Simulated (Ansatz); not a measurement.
# SiH₄Se₄: one species, many methods

An exercise on one series of results from a longer session: the logs are not shown, and one member is left open.

Program: Ansatz 0.2.0, Gaussian basis. Level of theory: functionals in def2-TZVPP, the program's frozen cores in correlated methods. These are calculated values, not measurements.

The runs, in order: LDA (SPW92), PBE-D4, revPBE-D4, BLYP-D4, r2SCAN-D4, B97M-V, PBE0-D4, B3LYP-D4, r2SCANh-D4, r2SCAN0-D4, HSE06-D4, BHLYP-D4, CAM-B3LYP-D4, LC-ωPBE, ωB97X-V, ωB97M-V, B2PLYP, PBE-QIDH; CCSD(T)/def2-SVP; CCSD(T)/def2-TZVPP; MP2/def2-QZVPP; extrapolation to the limit; RPA on PBE.

### The relaxed structure

The geometry comes from an earlier relaxation with PBE0-D4 in a triple-zeta def2 set; it is a stationary point, not always the lowest conformer.

SMILES `[SeH][Si]([SeH])([SeH])[SeH]`, 9 atoms, charge 0, spin multiplicity 1.

Atoms are counted from 1 here; the program's logs count them from 0.

Bond lengths: Se1–Si2 2.275 Å, Se1–H6 1.469 Å, Si2–Se3 2.275 Å, Si2–Se4 2.274 Å, Si2–Se5 2.274 Å, Se3–H7 1.469 Å, Se4–H8 1.471 Å, Se5–H9 1.471 Å. Angles: Si2–Se1–H6 92.5°, Se1–Si2–Se3 101.8°, Se1–Si2–Se4 107.0°, Se1–Si2–Se5 115.5°, Se3–Si2–Se4 115.5°, Se3–Si2–Se5 107.0°, Se4–Si2–Se5 110.2°, Si2–Se3–H7 92.5°, Si2–Se4–H8 93.1°, Si2–Se5–H9 93.1°.

Set-up of the first run:

The input, in.yaml:

```yaml
crystal:
  periodic: [false, false, false]
  atoms:
    - {symbol: Se, position_ang: [-0.328584, 1.284359, -2.145841]}
    - {symbol: Si, position_ang: [0.223116, 0.094678, -0.286553]}
    - {symbol: Se, position_ang: [2.432538, -0.318576, -0.639097]}
    - {symbol: Se, position_ang: [-1.120669, -1.739697, -0.248181]}
    - {symbol: Se, position_ang: [0.064131, 1.225256, 1.680343]}
    - {symbol: H, position_ang: [-1.449763, 1.947469, -1.465948]}
    - {symbol: H, position_ang: [2.408470, -1.517946, 0.209400]}
    - {symbol: H, position_ang: [-0.744340, -2.086042, 1.131062]}
    - {symbol: H, position_ang: [-1.396501, 1.064298, 1.747715]}
basis:
  gaussian: {orbitals: def2-TZVPP}
hamiltonian: {xc: lda}
output: {orbitals: {seedname: orbitals}}
```

Started as:

```
ansatz run in.yaml --threads 2 --pin off --events-out ev --progress --plain --max-ram 22528MiB --backend cuda --devices 0, --max-vram 18GiB
```

Steps of the session up to this table: LDA; PBE-D4 (GGA); revPBE-D4 (GGA); BLYP-D4 (GGA); r2SCAN-D4 (meta-GGA); B97M-V (meta-GGA); PBE0-D4 (hybrid); B3LYP-D4 (hybrid); r2SCANh-D4 (hybrid); r2SCAN0-D4 (hybrid); HSE06-D4 (hybrid); BHLYP-D4 (hybrid); CAM-B3LYP-D4 (range-separated); LC-ωPBE (range-separated); ωB97X-V (range-separated); ωB97M-V (range-separated); B2PLYP (double hybrid); PBE-QIDH (double hybrid).

One of the session's tables, all rows but one given; the rest of the session is left out.

It belongs to the step «Orbital energies across the functionals». 

| functional | HOMO (eV) | gap (eV) |
| --- | --- | --- |
| LDA (SPW92) | ? | ? |
| PBE-D4 | -6.03 | 3.95 |
| revPBE-D4 | -5.97 | 3.99 |
| BLYP-D4 | -5.85 | 3.88 |
| r2SCAN-D4 | -6.33 | 4.44 |
| B97M-V | -6.37 | 4.53 |
| PBE0-D4 | -7.15 | 5.87 |
| B3LYP-D4 | -6.91 | 5.41 |
| r2SCANh-D4 | -6.73 | 5.13 |
| r2SCAN0-D4 | -7.35 | 6.17 |
| HSE06-D4 | -6.77 | 5.11 |
| BHLYP-D4 | -8.12 | 7.73 |
| CAM-B3LYP-D4 | -8.40 | 8.13 |
| LC-ωPBE | -9.74 | 10.60 |
| ωB97X-V | -9.40 | 10.15 |
| ωB97M-V | -9.25 | 9.81 |

Estimate the missing values for LDA (SPW92).

As computed: HOMO (eV): -6.19; gap (eV): 3.89. In the column «HOMO (eV)» it lies between r2SCAN-D4 (-6.33) and PBE-D4 (-6.03).
